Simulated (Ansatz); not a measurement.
**GeH₄S₃: one molecule under many settings**

How do the results and run time of GeH₄S₃ respond when the settings are drawn wide?

The runs use Ansatz 0.2.0, Gaussian basis; the settings change from run to run.

## (1) The molecule

The geometry comes from an earlier relaxation with PBE0-D4 in a triple-zeta def2 set; it is a stationary point, not always the lowest conformer.

SMILES `[SH][GeH]([SH])[SH]`, 8 atoms, charge 0, spin multiplicity 1.

Atoms are counted from 1 here; the program's logs count them from 0.

Bond lengths: S1–Ge2 2.212 Å, S1–H5 1.344 Å, Ge2–S3 2.215 Å, Ge2–S4 2.219 Å, Ge2–H6 1.536 Å, S3–H7 1.345 Å, S4–H8 1.345 Å. Angles: Ge2–S1–H5 93.5°, S1–Ge2–S3 107.9°, S1–Ge2–S4 113.5°, S1–Ge2–H6 105.7°, S3–Ge2–S4 105.4°, S3–Ge2–H6 113.3°, S4–Ge2–H6 111.1°, Ge2–S3–H7 93.6°, Ge2–S4–H8 94.0°.

Geometry (Å):

```xyz
8
GeH4S3
S    -1.11647    1.86064   -0.56971
Ge    0.12826    0.26458    0.32338
S     2.04606    0.19844   -0.78220
S    -0.74702   -1.76353    0.10859
H    -1.23068    1.22508   -1.74814
H     0.29211    0.64297    1.80337
H     2.44249   -0.94586   -0.19740
H    -1.72255   -1.53943    1.00630
```

## (2) BHLYP/aug-pcseg-2

Set apart from the defaults: atoms shaken by 0.15 Å, finite nuclei, D3(BJ) with three-body dispersion.

Input file in.yaml:

```yaml
crystal:
  periodic: [false, false, false]
  atoms:
    - {symbol: S, position_ang: [-1.366630, 1.839457, -0.707614]}
    - {symbol: Ge, position_ang: [0.278900, 0.226688, 0.503544]}
    - {symbol: S, position_ang: [2.073803, 0.260214, -1.022054]}
    - {symbol: S, position_ang: [-0.785954, -1.798656, -0.084881]}
    - {symbol: H, position_ang: [-1.376362, 1.213918, -1.580138]}
    - {symbol: H, position_ang: [0.427088, 0.606028, 1.860432]}
    - {symbol: H, position_ang: [2.539283, -1.127853, -0.007179]}
    - {symbol: H, position_ang: [-1.583498, -1.671403, 0.957167]}
basis:
  gaussian: {orbitals: aug-pcseg-2, nuclear_model: gaussian}
hamiltonian: {xc: {name: BHLYP}, dispersion: d3bjatm}
output: {forces: true}
```

Run with:

```console
$ ansatz run in.yaml --threads 4 --pin off --events-out ev --progress --plain --max-ram 10444MiB
```

What it wrote, shortened:

```text
Functional definition: BHLYP
  name "BHLYP"
  cite "Becke, J. Chem. Phys. 98, 1372 (1993) doi:10.1063/1.464304"
  cite "Becke, Phys. Rev. A 38, 3098 (1988) doi:10.1103/PhysRevA.38.3098"
  cite "Lee, Yang & Parr, Phys. Rev. B 37, 785 (1988) doi:10.1103/PhysRevB.37.785"
[...]
1810 factors; their error is unknown
[...]
mean field -89089.07103735 eV, -3273.9629738815 hartree, gradient 3.1e-5 eV, S^2 0.000000; 0 other end points of the search recorded, 0 dependent functions left out
[...]
reference -89089.07126408 eV, -3273.9629822134 hartree; 42, 42 occupied and 259, 259 virtual orbitals, 1810 factors
Total energy: -89089.49861988 eV, -3273.9786872495 hartree
Atom 0 at    -1.366630     1.839457    -0.707614 Å, force     1.702554     7.324306    13.270448 eV/Å
Atom 1 at     0.278900     0.226688     0.503544 Å, force    -1.831934    -0.230690    -6.152385 eV/Å
Atom 2 at     2.073803     0.260214    -1.022054 Å, force    -0.166592    -3.351300     4.071187 eV/Å
Atom 3 at    -0.785954    -1.798656    -0.084881 Å, force     1.216637     1.401923     0.636696 eV/Å
Atom 4 at    -1.376362     1.213918    -1.580138 Å, force    -0.062115    -8.641538   -11.777337 eV/Å
Atom 5 at     0.427088     0.606028     1.860432 Å, force     0.357459     0.492778     2.235544 eV/Å
Atom 6 at     2.539283    -1.127853    -0.007179 Å, force    -0.773843     3.157320    -2.567938 eV/Å
Atom 7 at    -1.583498    -1.671403     0.957167 Å, force    -0.442167    -0.152798     0.283785 eV/Å
Dipole moment:     0.225843    -0.290476     0.539550 e Å
```

It took 14 s on 4 threads of Intel Xeon Platinum 8375C at 2.90GHz, shared host; peak memory 1.3 GiB.

Largest force 15.253 eV/Å, dipole 3.14 D.

## (3) r2SCAN0/aug-cc-pVDZ

Options: D3(BJ) with three-body dispersion.

Input file in.yaml:

```yaml
crystal:
  periodic: [false, false, false]
  atoms:
    - {symbol: S, position_ang: [-1.116469, 1.860643, -0.569713]}
    - {symbol: Ge, position_ang: [0.128261, 0.264584, 0.323376]}
    - {symbol: S, position_ang: [2.046063, 0.198436, -0.782197]}
    - {symbol: S, position_ang: [-0.747016, -1.763530, 0.108591]}
    - {symbol: H, position_ang: [-1.230680, 1.225084, -1.748136]}
    - {symbol: H, position_ang: [0.292105, 0.642970, 1.803368]}
    - {symbol: H, position_ang: [2.442490, -0.945859, -0.197396]}
    - {symbol: H, position_ang: [-1.722553, -1.539428, 1.006304]}
basis:
  gaussian: {orbitals: aug-cc-pVDZ}
hamiltonian: {xc: {name: r2SCAN0}, dispersion: d3bjatm}
```

Same command.

What it wrote, shortened:

```text
Functional definition: r2SCAN0
  name "r2SCAN0"
  cite "Bursch, Neugebauer, Ehlert & Grimme, J. Chem. Phys. 156, 134105 (2022) doi:10.1063/5.0086040"
  cite "Furness, Kaplan, Ning, Perdew & Sun, J. Phys. Chem. Lett. 11, 8208 (2020) doi:10.1021/acs.jpclett.0c02405"
  cite "Furness, Kaplan, Ning, Perdew & Sun, J. Phys. Chem. Lett. 11, 9248 (2020) doi:10.1021/acs.jpclett.0c03077"
  parent r2scan
[...]
1591 factors; integrals over basis functions are off by at most 1.1e-3 eV
[...]
mean field -89088.09815610 eV, -3273.9272211547 hartree, gradient 4.7e-5 eV, S^2 0.000000; 0 other end points of the search recorded, 0 dependent functions left out
reference -89088.09818260 eV, -3273.9272221288 hartree; 42, 42 occupied and 111, 111 virtual orbitals, 1591 factors
Total energy: -89088.19183244 eV, -3273.9306636970 hartree
```

It took 7 s on 4 threads of Intel Xeon Platinum 8375C at 2.90GHz, shared host; peak memory 0.54 GiB.

## (4) rPW86-PBE/def2-TZVPD

Options: D3(BJ) dispersion, high accuracy.

in.yaml: that of step 3 with these lines changed.

```diff
@@ -12,3 +12,4 @@
 basis:
-  gaussian: {orbitals: aug-cc-pVDZ}
-hamiltonian: {xc: {name: r2SCAN0}, dispersion: d3bjatm}
+  gaussian: {orbitals: def2-TZVPD}
+hamiltonian: {xc: {name: rPW86-PBE}, dispersion: d3bj}
+accuracy: high
```

The command is unchanged.

What it wrote:

```text
Functional definition: rPW86-PBE
  name "rPW86-PBE"
  cite "Murray, Lee & Langreth, J. Chem. Theory Comput. 5, 2754 (2009) doi:10.1021/ct900365q"
  cite "Perdew, Burke & Ernzerhof, Phys. Rev. Lett. 77, 3865 (1996) doi:10.1103/PhysRevLett.77.3865"
  parent pbe
  exchange = rpw86_x
  correlation = pbe_c
3699 factors; integrals over basis functions are off by at most 4.6e-9 eV
mean field evaluation 1: about -89141.3730 eV, gradient 4.0e1 eV
mean field evaluation 2: about -89139.4688 eV, gradient 5.7e1 eV
mean field evaluation 4: about -89144.1531 eV, gradient 2.9e0 eV
mean field evaluation 8: about -89144.1718 eV, gradient 1.6e-1 eV
mean field evaluation 16: about -89144.1719 eV, gradient 3.6e-5 eV
mean field -89144.17188034 eV, -3275.9878925125 hartree, gradient 1.7e-8 eV, S^2 0.000000; 0 other end points of the search recorded, 0 dependent functions left out
reference -89144.17189956 eV, -3275.9878932187 hartree; 42, 42 occupied and 186, 186 virtual orbitals, 3699 factors
Total energy: -89144.44297084 eV, -3275.9978549046 hartree
```

Wall time 22 s (4 threads of Intel Xeon Platinum 8375C at 2.90GHz, shared host); peak memory 1.4 GiB.

## (5) BLYP/aug-pcseg-2

This run has charge +1, multiplicity 2, D4 dispersion.

in.yaml: that of step 4 with these lines changed.

```diff
@@ -12,4 +12,6 @@
 basis:
-  gaussian: {orbitals: def2-TZVPD}
-hamiltonian: {xc: {name: rPW86-PBE}, dispersion: d3bj}
-accuracy: high
+  gaussian: {orbitals: aug-pcseg-2}
+total_charge: 1
+magnetization: {spin_polarized: true, initial_magnetization: 1}
+hamiltonian: {xc: {name: BLYP}, dispersion: d4}
+output: {forces: true}
```

Same command.

What it wrote, shortened:

```text
Functional definition: BLYP
  name "BLYP"
  cite "Becke, Phys. Rev. A 38, 3098 (1988) doi:10.1103/PhysRevA.38.3098"
  cite "Lee, Yang & Parr, Phys. Rev. B 37, 785 (1988) doi:10.1103/PhysRevB.37.785"
[...]
1659 factors; their error is unknown
[...]
mean field -89087.53733696 eV, -3273.9066114316 hartree, gradient 4.2e-5 eV, S^2 0.752485; 5 other end points of the search recorded, 0 dependent functions left out
[...]
reference -89087.53776181 eV, -3273.9066270444 hartree; 42, 41 occupied and 259, 260 virtual orbitals, 1659 factors
Total energy: -89088.05233397 eV, -3273.9255372227 hartree
Atom 0 at    -1.116469     1.860643    -0.569713 Å, force    -0.488290     0.561481     0.003034 eV/Å
Atom 1 at     0.128261     0.264584     0.323376 Å, force     0.311963     0.175701     0.626594 eV/Å
Atom 2 at     2.046063     0.198436    -0.782197 Å, force     0.541699     0.260728    -0.573137 eV/Å
Atom 3 at    -0.747016    -1.763530     0.108591 Å, force    -0.317717    -0.605472    -0.424064 eV/Å
Atom 4 at    -1.230680     1.225084    -1.748136 Å, force    -0.058937    -0.094423    -0.395974 eV/Å
Atom 5 at     0.292105     0.642970     1.803368 Å, force     0.025182    -0.027789     0.137227 eV/Å
Atom 6 at     2.442490    -0.945859    -0.197396 Å, force     0.221808    -0.243969     0.268592 eV/Å
Atom 7 at    -1.722553    -1.539428     1.006304 Å, force    -0.235707    -0.026258     0.357729 eV/Å
Dipole moment:    -0.115502    -0.182903     0.072364 e Å
```

It took 36 s on 4 threads of Intel Xeon Platinum 8375C at 2.90GHz, shared host; peak memory 1.4 GiB.

Largest force 0.831 eV/Å, ⟨S²⟩ 0.752.

## (6) B97/cc-pVDZ

Set apart from the defaults: charge +1, multiplicity 2, atoms shaken by 0.15 Å, a point charge of -1.00 e beside it, the search for lower states set to light.

Input file in.yaml:

```yaml
crystal:
  periodic: [false, false, false]
  atoms:
    - {symbol: S, position_ang: [-0.944317, 2.049118, -0.533179]}
    - {symbol: Ge, position_ang: [0.132964, 0.277824, 0.374463]}
    - {symbol: S, position_ang: [2.039124, 0.317327, -0.898775]}
    - {symbol: S, position_ang: [-0.859189, -2.027041, 0.148298]}
    - {symbol: H, position_ang: [-1.322027, 1.348426, -1.853858]}
    - {symbol: H, position_ang: [0.406460, 0.381142, 1.763305]}
    - {symbol: H, position_ang: [2.509184, -0.896623, -0.367950]}
    - {symbol: H, position_ang: [-1.742843, -1.804319, 1.004209]}
basis:
  gaussian: {orbitals: cc-pVDZ, point_charges: [{charge: -1.00, position_ang: [6.096, -0.170, 0.481]}]}
total_charge: 1
magnetization: {spin_polarized: true, initial_magnetization: 1}
hamiltonian: {xc: {name: B97}}
scf: {lower_state_search: light}
output: {forces: true}
```

The command is unchanged.

What it wrote, shortened:

```text
Functional definition: B97
  name "B97"
  cite "Becke, J. Chem. Phys. 107, 8554 (1997) doi:10.1063/1.475007"
[...]
      + integral(e_c_pw_opposite_spin*poly(b97_u_opposite, cos0, cos1, cos2))
1082 factors; integrals over basis functions are off by at most 1.2e-3 eV
[...]
mean field -89076.58218031 eV, -3273.5040168503 hartree, gradient 2.6e-7 eV, S^2 0.758154; 6 other end points of the search recorded, 0 dependent functions left out
[...]
reference -89076.58220303 eV, -3273.5040176855 hartree; 42, 41 occupied and 59, 60 virtual orbitals, 1082 factors
Total energy: -89076.58220303 eV, -3273.5040176855 hartree
Atom 0 at    -0.944317     2.049118    -0.533179 Å, force    -0.780762    -1.782949    -2.016542 eV/Å
Atom 1 at     0.132964     0.277824     0.374463 Å, force    -1.202303    -0.803306    -3.259711 eV/Å
Atom 2 at     2.039124     0.317327    -0.898775 Å, force     0.348384    -1.216432     0.682706 eV/Å
Atom 3 at    -0.859189    -2.027041     0.148298 Å, force     3.260587     0.832366    -2.737707 eV/Å
Atom 4 at    -1.322027     1.348426    -1.853858 Å, force     0.798977     1.246096     2.486608 eV/Å
Atom 5 at     0.406460     0.381142     1.763305 Å, force     0.541879     0.246057     2.548328 eV/Å
Atom 6 at     2.509184    -0.896623    -0.367950 Å, force     0.213896     0.774550    -0.329421 eV/Å
Atom 7 at    -1.742843    -1.804319     1.004209 Å, force    -2.589080     0.718871     2.742235 eV/Å
Dipole moment:     0.692562    -0.334001     0.054542 e Å
```

It took 31 s on 4 threads of Intel Xeon Platinum 8375C at 2.90GHz, shared host; peak memory 0.53 GiB.

Largest force 4.338 eV/Å, ⟨S²⟩ 0.758.

## (7) revPBE0/6-31G

This run has density fitting with def2-universal-jkfit, D3(BJ) dispersion, high accuracy.

Input file in.yaml:

```yaml
crystal:
  periodic: [false, false, false]
  atoms:
    - {symbol: S, position_ang: [-1.116469, 1.860643, -0.569713]}
    - {symbol: Ge, position_ang: [0.128261, 0.264584, 0.323376]}
    - {symbol: S, position_ang: [2.046063, 0.198436, -0.782197]}
    - {symbol: S, position_ang: [-0.747016, -1.763530, 0.108591]}
    - {symbol: H, position_ang: [-1.230680, 1.225084, -1.748136]}
    - {symbol: H, position_ang: [0.292105, 0.642970, 1.803368]}
    - {symbol: H, position_ang: [2.442490, -0.945859, -0.197396]}
    - {symbol: H, position_ang: [-1.722553, -1.539428, 1.006304]}
basis:
  gaussian: {orbitals: 6-31G, fitting: {mean_field: def2-universal-jkfit}}
hamiltonian: {xc: {name: revPBE0}, dispersion: d3bj}
accuracy: high
output: {forces: true}
```

Launched as before.

What it wrote, shortened:

```text
Functional definition: revPBE0
  name "revPBE0"
  cite "Zhang & Yang, Phys. Rev. Lett. 80, 890 (1998) doi:10.1103/PhysRevLett.80.890"
  cite "Adamo & Barone, J. Chem. Phys. 110, 6158 (1999) doi:10.1063/1.478522"
  cite "Perdew, Burke & Ernzerhof, Phys. Rev. Lett. 77, 3865 (1996) doi:10.1103/PhysRevLett.77.3865"
[...]
722 factors; integrals over basis functions are off by at most 7.6e-2 eV
[...]
mean field -89068.70982873 eV, -3273.2147132657 hartree, gradient 1.4e-8 eV, S^2 0.000000; 0 other end points of the search recorded, 0 dependent functions left out
[...]
reference -89068.70983207 eV, -3273.2147133885 hartree; 42, 42 occupied and 34, 34 virtual orbitals, 722 factors
Total energy: -89069.25534617 eV, -3273.2347606622 hartree
Atom 0 at    -1.116469     1.860643    -0.569713 Å, force    -0.453556     0.882266     0.274379 eV/Å
Atom 1 at     0.128261     0.264584     0.323376 Å, force     0.217038     0.541052     1.006314 eV/Å
Atom 2 at     2.046063     0.198436    -0.782197 Å, force     0.598192     0.534048    -0.712010 eV/Å
Atom 3 at    -0.747016    -1.763530     0.108591 Å, force     0.077547    -0.955475    -0.501698 eV/Å
Atom 4 at    -1.230680     1.225084    -1.748136 Å, force    -0.187159    -0.195007    -0.814478 eV/Å
Atom 5 at     0.292105     0.642970     1.803368 Å, force    -0.029552    -0.019859     0.003071 eV/Å
Atom 6 at     2.442490    -0.945859    -0.197396 Å, force     0.445125    -0.702700     0.221276 eV/Å
Atom 7 at    -1.722553    -1.539428     1.006304 Å, force    -0.667636    -0.084326     0.523146 eV/Å
Dipole moment:    -0.112016    -0.224895     0.355751 e Å
```

Wall time 3 s (4 threads of Intel Xeon Platinum 8375C at 2.90GHz, shared host).

Largest force 1.163 eV/Å, dipole 2.09 D.

## (8) PBEsol/def2-SVP

Options: multiplicity 3, coordinates scaled by 1.25.

Input file in.yaml:

```yaml
crystal:
  periodic: [false, false, false]
  atoms:
    - {symbol: S, position_ang: [-1.395586, 2.325803, -0.712141]}
    - {symbol: Ge, position_ang: [0.160327, 0.330729, 0.404220]}
    - {symbol: S, position_ang: [2.557579, 0.248045, -0.977746]}
    - {symbol: S, position_ang: [-0.933769, -2.204412, 0.135739]}
    - {symbol: H, position_ang: [-1.538350, 1.531355, -2.185170]}
    - {symbol: H, position_ang: [0.365131, 0.803712, 2.254209]}
    - {symbol: H, position_ang: [3.053112, -1.182324, -0.246745]}
    - {symbol: H, position_ang: [-2.153192, -1.924285, 1.257880]}
basis:
  gaussian: {orbitals: def2-SVP}
magnetization: {spin_polarized: true, initial_magnetization: 2}
hamiltonian: {xc: {name: PBEsol}}
```

The command is unchanged.

What it wrote, shortened:

```text
Functional definition: PBEsol
  name "PBEsol"
  cite "Perdew et al., Phys. Rev. Lett. 100, 136406 (2008) doi:10.1103/PhysRevLett.100.136406"
  cite "Perdew, Burke & Ernzerhof, Phys. Rev. Lett. 77, 3865 (1996) doi:10.1103/PhysRevLett.77.3865"
  parent pbesol
[...]
1198 factors; their error is unknown
[...]
mean field -88952.19340617 eV, -3268.9328137147 hartree, gradient 1.1e-5 eV, S^2 2.009598; 12 other end points of the search recorded, 0 dependent functions left out
reference -88952.19344064 eV, -3268.9328149814 hartree; 43, 41 occupied and 63, 65 virtual orbitals, 1198 factors
Total energy: -88952.19344064 eV, -3268.9328149814 hartree
```

It took 13 s on 4 threads of Intel Xeon Platinum 8375C at 2.90GHz, shared host.

⟨S²⟩ 2.010.

## (9) B3LYP/cc-pVTZ

This run has D3(BJ) dispersion.

Input file in.yaml:

```yaml
crystal:
  periodic: [false, false, false]
  atoms:
    - {symbol: S, position_ang: [-1.116469, 1.860643, -0.569713]}
    - {symbol: Ge, position_ang: [0.128261, 0.264584, 0.323376]}
    - {symbol: S, position_ang: [2.046063, 0.198436, -0.782197]}
    - {symbol: S, position_ang: [-0.747016, -1.763530, 0.108591]}
    - {symbol: H, position_ang: [-1.230680, 1.225084, -1.748136]}
    - {symbol: H, position_ang: [0.292105, 0.642970, 1.803368]}
    - {symbol: H, position_ang: [2.442490, -0.945859, -0.197396]}
    - {symbol: H, position_ang: [-1.722553, -1.539428, 1.006304]}
basis:
  gaussian: {orbitals: cc-pVTZ}
hamiltonian: {xc: {name: B3LYP}, dispersion: d3bj}
output: {forces: true}
```

The command is unchanged.

What it wrote, shortened:

```text
Functional definition: B3LYP
  name "B3LYP"
  cite "Stephens, Devlin, Chabalowski & Frisch, J. Phys. Chem. 98, 11623 (1994) doi:10.1021/j100096a001"
  cite "Becke, Phys. Rev. A 38, 3098 (1988) doi:10.1103/PhysRevA.38.3098"
  cite "Lee, Yang & Parr, Phys. Rev. B 37, 785 (1988) doi:10.1103/PhysRevB.37.785"
  cite "Vosko, Wilk & Nusair, Can. J. Phys. 58, 1200 (1980) doi:10.1139/p80-159"
[...]
1506 factors; their error is unknown
[...]
mean field -89097.06513064 eV, -3274.2567513913 hartree, gradient 2.1e-5 eV, S^2 0.000000; 0 other end points of the search recorded, 0 dependent functions left out
[...]
reference -89097.06539219 eV, -3274.2567610031 hartree; 42, 42 occupied and 159, 159 virtual orbitals, 1506 factors
Total energy: -89097.57027696 eV, -3274.2753151759 hartree
Atom 0 at    -1.116469     1.860643    -0.569713 Å, force    -0.162283     0.233321    -0.068448 eV/Å
Atom 1 at     0.128261     0.264584     0.323376 Å, force     0.032656     0.083690     0.299299 eV/Å
Atom 2 at     2.046063     0.198436    -0.782197 Å, force     0.246838     0.035812    -0.163428 eV/Å
Atom 3 at    -0.747016    -1.763530     0.108591 Å, force    -0.081909    -0.274489    -0.051878 eV/Å
Atom 4 at    -1.230680     1.225084    -1.748136 Å, force    -0.016084    -0.010086    -0.062477 eV/Å
Atom 5 at     0.292105     0.642970     1.803368 Å, force    -0.006518     0.001613    -0.006021 eV/Å
Atom 6 at     2.442490    -0.945859    -0.197396 Å, force     0.046884    -0.057186     0.010828 eV/Å
Atom 7 at    -1.722553    -1.539428     1.006304 Å, force    -0.059583    -0.012677     0.042125 eV/Å
Dipole moment:    -0.071088    -0.130216     0.191495 e Å
```

Wall time 4.8 s (4 threads of Intel Xeon Platinum 8375C at 2.90GHz, shared host); peak memory 0.71 GiB.

Largest force 0.312 eV/Å, dipole 1.16 D.

## (10) BHLYP/def2-mTZVP

Set apart from the defaults: the search for lower states set to light.

in.yaml: that of step 9 with these lines changed.

```diff
@@ -12,4 +12,4 @@
 basis:
-  gaussian: {orbitals: cc-pVTZ}
-hamiltonian: {xc: {name: B3LYP}, dispersion: d3bj}
-output: {forces: true}
+  gaussian: {orbitals: def2-mTZVP}
+hamiltonian: {xc: {name: BHLYP}}
+scf: {lower_state_search: light}
```

The command is unchanged.

What it wrote:

```text
Functional definition: BHLYP
  name "BHLYP"
  cite "Becke, J. Chem. Phys. 98, 1372 (1993) doi:10.1063/1.464304"
  cite "Becke, Phys. Rev. A 38, 3098 (1988) doi:10.1103/PhysRevA.38.3098"
  cite "Lee, Yang & Parr, Phys. Rev. B 37, 785 (1988) doi:10.1103/PhysRevB.37.785"
  parameter a = 0.5
  exchange = (1 - a)*b88_x + a*exact_x
  correlation = lyp_c
1062 factors; integrals over basis functions are off by at most 7.2e-4 eV
mean field evaluation 1: about -89089.5022 eV, gradient 2.4e1 eV
mean field evaluation 2: about -89089.9509 eV, gradient 2.4e1 eV
mean field evaluation 4: about -89090.8719 eV, gradient 8.2e-1 eV
mean field evaluation 8: about -89091.0925 eV, gradient 1.0e-1 eV
mean field evaluation 16: about -89091.0925 eV, gradient 4.2e-5 eV
mean field -89091.09252809 eV, -3274.0372622960 hartree, gradient 4.2e-5 eV, S^2 0.000000; 0 other end points of the search recorded, 0 dependent functions left out
reference -89091.09270986 eV, -3274.0372689759 hartree; 42, 42 occupied and 72, 72 virtual orbitals, 1062 factors
Total energy: -89091.09270986 eV, -3274.0372689759 hartree
```

It took 1.6 s on 4 threads of Intel Xeon Platinum 8375C at 2.90GHz, shared host.

## (11) The runs in one table

```csv
level,charge,multiplicity,geometry,functions,energy (eV),time
BHLYP/aug-pcseg-2,0,1,shaken,301,-89089.499,14 s
r2SCAN0/aug-cc-pVDZ,0,1,relaxed,153,-89088.192,7 s
rPW86-PBE/def2-TZVPD,0,1,relaxed,228,-89144.443,22 s
BLYP/aug-pcseg-2,1,2,relaxed,301,-89088.052,36 s
B97/cc-pVDZ,1,2,"shaken, point charge",101,-89076.582,31 s
revPBE0/6-31G,0,1,relaxed,76,-89069.255,3 s
PBEsol/def2-SVP,0,3,scaled,106,-88952.193,13 s
B3LYP/cc-pVTZ,0,1,relaxed,201,-89097.570,4.8 s
BHLYP/def2-mTZVP,0,1,relaxed,114,-89091.093,1.6 s
```

## (12) Summary of results

| quantity | value |
| --- | --- |
| runs | 9 |
| quickest | BHLYP/def2-mTZVP, 1.6 s |
| slowest | BLYP/aug-pcseg-2, 36 s |
| spread of total energies, same state and geometry | 75.2 eV |
| dipole, same state and geometry | 1.16 to 2.09 D |

In words: Run time spans a factor of 22, from BHLYP/def2-mTZVP to BLYP/aug-pcseg-2. The jobs differ in tasks and options as well as level. Total energies at one charge and spin differ by 75 eV between levels, so only differences within one level mean anything. At the PBE0-D4/def2-TZVP geometry and in the same state, the sound runs without point charges leave forces up to 1.16 eV/Å (revPBE0/6-31G), against 15.3 eV/Å where the atoms were moved.
